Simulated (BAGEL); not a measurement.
# doublet GeH2S+: levels of theory compared

Aim: a comparison of 3 runs (ROHF/6-31G*, ROHF/cc-pVTZ, UHF/cc-pVTZ) of doublet GeH2S+. 

Program for the calculation: BAGEL 1.2.2.

3 further runs of the same task are left out: 2 that didn't finish, 1 set aside as unsound or not needed.

## Step 1: The structure to begin with

The species is GeH2S+ (4 atoms), meant as a doublet with charge +1. SMILES of the parent species: `[SH][GeH]`. The shape is that of a PBE0-D4/def2-TZVP optimisation. That shape belongs to the parent species and isn't relaxed for this state.

Bond lengths: S1–Ge2 2.225 Å, S1–H3 1.342 Å, Ge2–H4 1.595 Å. Angles: S1–Ge2–H4 93.7°, Ge2–S1–H3 100.2°.

## Step 2: A single-point energy at ROHF/6-31G(d) (density fitting with qzvpp-jkfit, spherical functions) (run 1)

File job.json:

```json
{ "bagel" : [

{
  "title" : "molecule",
  "basis" : "6-31gs.json",
  "df_basis" : "qzvpp-jkfit",
  "angstrom" : true,
  "geometry" : [
    { "atom" : "S", "xyz" : [   -0.443300,   -1.201800,    0.271700 ] },
    { "atom" : "Ge", "xyz" : [   -0.841700,    0.737900,   -0.743600 ] },
    { "atom" : "H", "xyz" : [    0.779200,   -0.962100,    0.771200 ] },
    { "atom" : "H", "xyz" : [    0.561200,    1.365900,   -0.319400 ] }
  ]
},
{ "title" : "rohf", "charge" : 1, "nopen" : 1 },
{ "title" : "print", "file" : "orbitals.molden", "orbitals" : true }

]}
```

The basis set 6-31G* is read from a file made from the Basis Set Exchange's data (not shown).

Launch:

```
$ BAGEL_NUM_THREADS=1 BAGEL job.json > job.out
```

Output:

```text
* using 1 threads per process

  ===============================================================
  ===============================================================

  *** Geometry ***

  { "atom" : "S", "xyz" : [     -0.837716,     -2.271073,      0.513439 ] },
  { "atom" : "Ge", "xyz" : [     -1.590582,      1.394429,     -1.405200 ] },
  { "atom" : "H", "xyz" : [      1.472475,     -1.818106,      1.457357 ] },
  { "atom" : "H", "xyz" : [      1.060514,      2.581177,     -0.603579 ] },

  Number of auxiliary basis functions:      430

  Since a DF basis is specified, we compute 2- and 3-index integrals:
    o Being stored without compression. Storage requirement is 0.010 GB

  Number of basis functions:       54
  Number of electrons      :       50

    * METHOD: MOLECULE                             0.14

  *** Open-shell HF ***

  === Nuclear Repulsion ===
   147.9479275507

      * DIIS with orbital gradients will be used.

  === ROHF iteration (6-31gs.json) ===
      0      -2473.36209338          0.01949074           0.06
      1      -2473.41650954          0.01005729           0.06
      2      -2473.42466063          0.00558323           0.06
      3      -2473.42741182          0.00165471           0.06
      4      -2473.42823062          0.00083586           0.06
      5      -2473.42855637          0.00040479           0.06
      6      -2473.42868749          0.00014994           0.06
      7      -2473.42873633          0.00006367           0.06
      8      -2473.42874991          0.00003078           0.06
      9      -2473.42875107          0.00000982           0.06
     10      -2473.42875054          0.00000363           0.06
     11      -2473.42875055          0.00000184           0.06
     12      -2473.42875047          0.00000063           0.07
     13      -2473.42875049          0.00000031           0.06
     14      -2473.42875050          0.00000013           0.06
     15      -2473.42875051          0.00000006           0.06
     16      -2473.42875051          0.00000003           0.06
     17      -2473.42875051          0.00000002           0.07
     18      -2473.42875051          0.00000001           0.06
    * SCF iteration converged.

    * S^2 (ROHF) is 0.7500

    * Permanent dipole moment:
           (   -0.183784,    -1.046618,     0.351873) a.u.

    * METHOD: ROHF                                 1.35

    * METHOD: PRINT                                0.01

  ===============================================================
```

Wall time 1.6 s (1 thread of Arm Neoverse V2, shared host); peak memory 0.14 GiB.

## Step 3: The energy at ROHF/cc-pVTZ (density fitting with qzvpp-jkfit) (run 2)

File calc.json:

```json
{ "bagel" : [

{
  "title" : "molecule",
  "basis" : "cc-pvtz.json",
  "df_basis" : "qzvpp-jkfit",
  "angstrom" : true,
  "geometry" : [
    { "atom" : "S", "xyz" : [   -0.443300,   -1.201800,    0.271700 ] },
    { "atom" : "Ge", "xyz" : [   -0.841700,    0.737900,   -0.743600 ] },
    { "atom" : "H", "xyz" : [    0.779200,   -0.962100,    0.771200 ] },
    { "atom" : "H", "xyz" : [    0.561200,    1.365900,   -0.319400 ] }
  ]
},
{
  "title" : "rohf",
  "charge" : 1,
  "nopen" : 1
},
{
  "title" : "print",
  "file" : "orbitals.molden",
  "orbitals" : true
}

]}
```

The basis set cc-pVTZ is read from a file made from the Basis Set Exchange's data (not shown).

Launch:

```
$ BAGEL_NUM_THREADS=1 BAGEL calc.json > calc.out
```

Output:

```text
* using 1 threads per process

  ===============================================================
  ===============================================================

  *** Geometry ***

  { "atom" : "S", "xyz" : [     -0.837716,     -2.271073,      0.513439 ] },
  { "atom" : "Ge", "xyz" : [     -1.590582,      1.394429,     -1.405200 ] },
  { "atom" : "H", "xyz" : [      1.472475,     -1.818106,      1.457357 ] },
  { "atom" : "H", "xyz" : [      1.060514,      2.581177,     -0.603579 ] },

  Number of auxiliary basis functions:      430

  Since a DF basis is specified, we compute 2- and 3-index integrals:
    o Being stored without compression. Storage requirement is 0.038 GB

  Number of basis functions:      105
  Number of electrons      :       50

    * METHOD: MOLECULE                             0.20

  *** Open-shell HF ***

  === Nuclear Repulsion ===
   147.9479275507

      * DIIS with orbital gradients will be used.

  === ROHF iteration (cc-pvtz.json) ===
      0      -2473.69248261          0.02188814           0.14
      1      -2473.77355588          0.01319725           0.14
      2      -2473.79423006          0.00687637           0.14
      3      -2473.80233476          0.00161618           0.14
      4      -2473.80392336          0.00080964           0.14
      5      -2473.80448314          0.00048829           0.15
      6      -2473.80477213          0.00014903           0.15
      7      -2473.80487081          0.00005634           0.15
      8      -2473.80488874          0.00002529           0.15
      9      -2473.80489030          0.00001033           0.15
     10      -2473.80488962          0.00000421           0.15
     11      -2473.80488960          0.00000160           0.15
     12      -2473.80488928          0.00000058           0.15
     13      -2473.80488927          0.00000029           0.15
     14      -2473.80488927          0.00000014           0.15
     15      -2473.80488928          0.00000007           0.15
     16      -2473.80488929          0.00000004           0.15
     17      -2473.80488930          0.00000002           0.15
     18      -2473.80488930          0.00000001           0.14
     19      -2473.80488930          0.00000000           0.14
    * SCF iteration converged.

    * S^2 (ROHF) is 0.7500

    * Permanent dipole moment:
           (   -0.133536,    -0.911630,     0.319536) a.u.

    * METHOD: ROHF                                 3.15

    * METHOD: PRINT                                0.02

  ===============================================================
```

Wall time 3.6 s (1 thread of Arm Neoverse V2, shared host); peak memory 0.14 GiB.

## Step 4: The energy at UHF/cc-pVTZ (density fitting with qzvpp-jkfit) (run 3)

File hf.json:

```json
{ "bagel" : [

{
  "title" : "molecule",
  "basis" : "cc-pvtz.json",
  "df_basis" : "qzvpp-jkfit",
  "angstrom" : true,
  "geometry" : [
    { "atom" : "S", "xyz" : [   -0.443300,   -1.201800,    0.271700 ] },
    { "atom" : "Ge", "xyz" : [   -0.841700,    0.737900,   -0.743600 ] },
    { "atom" : "H", "xyz" : [    0.779200,   -0.962100,    0.771200 ] },
    { "atom" : "H", "xyz" : [    0.561200,    1.365900,   -0.319400 ] }
  ]
},
{ "title" : "uhf", "charge" : 1, "nopen" : 1 },
{ "title" : "print", "file" : "orbitals.molden", "orbitals" : true }

]}
```

The basis set cc-pVTZ is read from a file made from the Basis Set Exchange's data (not shown).

Launch:

```
$ BAGEL_NUM_THREADS=1 BAGEL hf.json > hf.out
```

Output:

```text
* using 1 threads per process

  ===============================================================
  ===============================================================

  *** Geometry ***

  { "atom" : "S", "xyz" : [     -0.837716,     -2.271073,      0.513439 ] },
  { "atom" : "Ge", "xyz" : [     -1.590582,      1.394429,     -1.405200 ] },
  { "atom" : "H", "xyz" : [      1.472475,     -1.818106,      1.457357 ] },
  { "atom" : "H", "xyz" : [      1.060514,      2.581177,     -0.603579 ] },

  Number of auxiliary basis functions:      430

  Since a DF basis is specified, we compute 2- and 3-index integrals:
    o Being stored without compression. Storage requirement is 0.038 GB

  Number of basis functions:      105
  Number of electrons      :       50

    * METHOD: MOLECULE                             0.21

  *** Open-shell HF ***

  === Nuclear Repulsion ===
   147.9479275507

      * DIIS with orbital gradients will be used.

  === UHF iteration (cc-pvtz.json) ===
      0      -2473.69248261          0.02188814           0.14
      1      -2473.77885331          0.01307296           0.14
      2      -2473.80010743          0.00671001           0.15
      3      -2473.80742549          0.00132461           0.14
      4      -2473.80841744          0.00045496           0.15
      5      -2473.80854036          0.00023322           0.14
      6      -2473.80862370          0.00012333           0.15
      7      -2473.80866890          0.00007187           0.15
      8      -2473.80869501          0.00003669           0.15
      9      -2473.80870347          0.00001925           0.15
     10      -2473.80870536          0.00000975           0.14
     11      -2473.80870570          0.00000408           0.15
     12      -2473.80870573          0.00000167           0.15
     13      -2473.80870574          0.00000093           0.14
     14      -2473.80870575          0.00000067           0.14
     15      -2473.80870576          0.00000055           0.14
     16      -2473.80870577          0.00000045           0.14
     17      -2473.80870577          0.00000034           0.14
     18      -2473.80870577          0.00000022           0.14
     19      -2473.80870577          0.00000010           0.14
     20      -2473.80870577          0.00000005           0.14
     21      -2473.80870577          0.00000003           0.15
     22      -2473.80870577          0.00000001           0.15
     23      -2473.80870577          0.00000001           0.15
    * SCF iteration converged.

    * S^2 (UHF) is 0.7734

    * Permanent dipole moment:
           (   -0.157830,    -0.915124,     0.309071) a.u.

    * METHOD: UHF                                  3.73

    * METHOD: PRINT                                0.02

  ===============================================================
```

Run time: 4.2 s. Hardware: 1 thread of Arm Neoverse V2, shared host; peak memory 0.14 GiB.

## Step 5: Overview of the runs

```
run                                                                level   energy (Eh)   ⟨S²⟩  wall time
  1  ROHF/6-31G* (density fitting with qzvpp-jkfit, spherical functions)  -2473.428751  0.750      1.6 s
  2                      ROHF/cc-pVTZ (density fitting with qzvpp-jkfit)  -2473.804889  0.750      3.6 s
  3                       UHF/cc-pVTZ (density fitting with qzvpp-jkfit)  -2473.808706  0.773      4.2 s
```

## Step 6: What came out

| quantity | value |
| --- | --- |
| run 3: total energy | -2473.80871 Eh |
| run 3: ⟨S²⟩ | 0.773 |

Over the runs the total energy spans 10.339 eV. All runs together took 9.5 s, the longest 4.2 s.
